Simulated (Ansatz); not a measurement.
**Nb3Sb: a short molecular-dynamics run**

A trajectory of Nb3Sb, a database structure with 8 atoms that was not relaxed first: 20 steps of 1 fs at constant energy, with velocities drawn for 300 K.

All numbers below are computed with Ansatz 0.2.0 (DFT PBEsol, plane waves, PAW, scalar-relativistic, no spin polarisation).

## Step 1: The system as given

The cell holds 8 atoms (Nb6Sb2): a = 5.201 Å, b = 5.201 Å, c = 5.201 Å, α = 90.00°, β = 90.00°, γ = 90.00°.

As a file:

```xyz
8
Lattice="5.2009 0.0000 0.0000 0.0000 5.2009 0.0000 0.0000 0.0000 5.2009" Properties=species:S:1:pos:R:3 pbc="T T T"
Nb    1.3002    0.0000    2.6004
Nb    2.6004    3.9006    0.0000
Nb    3.9006    0.0000    2.6004
Nb    2.6004    1.3002    0.0000
Nb    0.0000    2.6004    3.9006
Nb    0.0000    2.6004    1.3002
Sb    0.0000    0.0000    0.0000
Sb    2.6004    2.6004    2.6004
```

## Step 2: Molecular dynamics

Input file input.yaml:

```yaml
crystal:
  lattice:
    - [5.20085693, 0.0, 0.0]
    - [0.0, 5.20085693, 0.0]
    - [0.0, 0.0, 5.20085693]
  atoms:
    - { symbol: Nb, position: [0.25, 0.0, 0.5] }
    - { symbol: Nb, position: [0.5, 0.75, 0.0] }
    - { symbol: Nb, position: [0.75, 0.0, 0.5] }
    - { symbol: Nb, position: [0.5, 0.25, 0.0] }
    - { symbol: Nb, position: [0.0, 0.5, 0.75] }
    - { symbol: Nb, position: [0.0, 0.5, 0.25] }
    - { symbol: Sb, position: [0.0, 0.0, 0.0] }
    - { symbol: Sb, position: [0.5, 0.5, 0.5] }
kpoints:
  mp_grid: { grid: [3, 3, 3] }
magnetization:
  spin_polarized: false
scf:
  occupations: { method: gaussian, width: 0.1 }
hamiltonian:
  pseudopotentials: { kind: paw }
  xc: pbesol
basis:
  ecutwfc: 420
md:
  timestep: 1.0
  n_steps: 20
  ensemble: nve
  temperature: 300.0
  initial_velocities: maxwell_boltzmann
  seed: 622839
```

Started as:

```sh
> ansatz run input.yaml --threads 2 --pin off --max-ram 2560MiB --backend cpu --events-out ev --progress --plain --runs-dir out
```

What does the calculation give? Wanted: temperature, first and last step; temperature, second half; potential energy, second half; largest change of the total energy; mean square displacement, second half.

The runs gave:

| quantity | value |
| --- | --- |
| length | 20 steps of 1 fs |
| temperature, first and last step | 300 and 165 K |
| temperature, second half | mean 214 K, from 165 to 259 K |
| potential energy, second half | +10 meV/atom from the start |
| largest change of the total energy | 0.01 meV/atom |
| mean square displacement, second half | Nb 0.001, Sb 0.001 Å² |

In words: The temperature starts at 300 K and averages 214 K in the second half, where it still falls, from 259 to 165 K. The total energy strays from its start by at most 0.01 meV/atom, under 0.1 % of the mean kinetic energy, which is good for a step of 1 fs. No atom gets farther than 0.06 Å from its start, with the drift of the whole removed, against a typical distance of 2.6 Å between sites at the start. A run of 20 fs with 8 atoms shows the motion but fixes no equilibrium value.
